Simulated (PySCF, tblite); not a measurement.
# C₇H₈O₂Si: geometry, infrared bands and NMR shifts

Wanted: the infrared bands and NMR shifts of C₇H₈O₂Si (`C=C=C([SiH2]C#CC)C(=O)O`), by calculation.

Programs: tblite 0.8.0 and PySCF 2.14.0, with density-fitted response routines of our own. Each step states its level of theory. These are calculated values for one molecule in the gas phase, unless marked as measured. Atoms are numbered from 0 throughout.

## (1) The molecule as given

18 atoms, charge 0, multiplicity 1; geometry from: force field or distance geometry start.

Bonds of the start (Å): C0–C1 1.31, C1–C2 1.31, C2–Si3 1.82, Si3–C4 1.84, C4–C5 1.20, C5–C6 1.47, C2–C7 1.43, C7–O8 1.28, C7–O9 1.38, C0–H10 1.07, C0–H11 1.05, Si3–H12 1.46, Si3–H13 1.46, C6–H14 1.10, C6–H15 1.11, C6–H16 1.12, O9–H17 1.01.

## (2) Optimising the geometry with GFN2-xTB

The job: settings as JSON, then the geometry in Å.

```
{"job": {"kind": "relax", "xc": "GFN2-xTB", "basis": "xTB"}, "charge": 0, "multiplicity": 1}
C     -2.669200     2.200800     0.332300
C     -2.046000     1.099000    -0.003200
C     -1.392500     0.008900    -0.327800
Si    -0.178200     0.179100    -1.666300
C      1.518800    -0.026800    -0.995000
C      2.634400    -0.158500    -0.575000
C      4.007600    -0.307900    -0.073100
C     -1.735100    -1.181700     0.393000
O     -1.331000    -1.375500     1.587200
O     -2.515900    -2.157400    -0.199500
H     -3.572200     2.381200    -0.206100
H     -2.220300     2.774500     1.092800
H     -0.344500     1.449900    -2.361600
H     -0.395400    -0.876900    -2.654600
H      4.013600    -0.085700     1.007800
H      4.323400    -1.339800    -0.317500
H      4.678300     0.448800    -0.561400
H     -2.784500    -3.025800     0.251700
```

Run with:

```sh
$ OMP_NUM_THREADS=1 python probes_run.py task.json out
```

This one command runs all jobs of the session in turn.

**Question.** This job is followed by: GFN2-xTB harmonic vibrations, gas phase; GIAO PBE0/pcSseg-1 NMR shielding, non-relativistic, gas phase. Predict these results of the whole session: strongest single infrared mode (GFN2-xTB); zero-point energy (GFN2-xTB); 13C shifts against TMS (PBE0/pcSseg-1); 1H shifts against TMS (PBE0/pcSseg-1, means over atoms taken as alike); 29Si shifts against TMS (PBE0/pcSseg-1); 17O shifts against H2O (PBE0/pcSseg-1).

The runs gave:

| quantity | value |
| --- | --- |
| strongest single infrared mode (GFN2-xTB) | 2052 cm⁻¹, 569 km/mol |
| zero-point energy (GFN2-xTB) | 76.2 kcal/mol |
| 13C shifts against TMS (PBE0/pcSseg-1) | 232.6, 170.4, 113.6, 90.5, 82.5, 76.2, 6.1 ppm |
| 1H shifts against TMS (PBE0/pcSseg-1, means over atoms taken as alike) | 6.08, 5.11, 4.77, 2.09 ppm |
| 29Si shifts against TMS (PBE0/pcSseg-1) | -67.2 ppm |
| 17O shifts against H2O (PBE0/pcSseg-1) | 433.4, 222.4 ppm |

In words: The optimisation took 205 steps and gained 0.934 eV; among the close pairs (by a distance rule), C2–Si3 changed most, from 1.815 to 1.900 Å. No mode is imaginary among the 48: a minimum at this level. The strongest single mode, at 2052 cm⁻¹, moves mainly C1. Unscaled tight-binding wavenumbers are off by several per cent, some by more. Its intensities can rank the bands wrongly. C1 (central carbon of an allene) lies farthest downfield among carbon, at 232.6 ppm; the central sp carbon of an allene is among the most deshielded carbons of hydrocarbons. At PBE0/pcSseg-1: The widest tensor belongs to O8: span 587 ppm, with a paramagnetic part of -498 ppm.
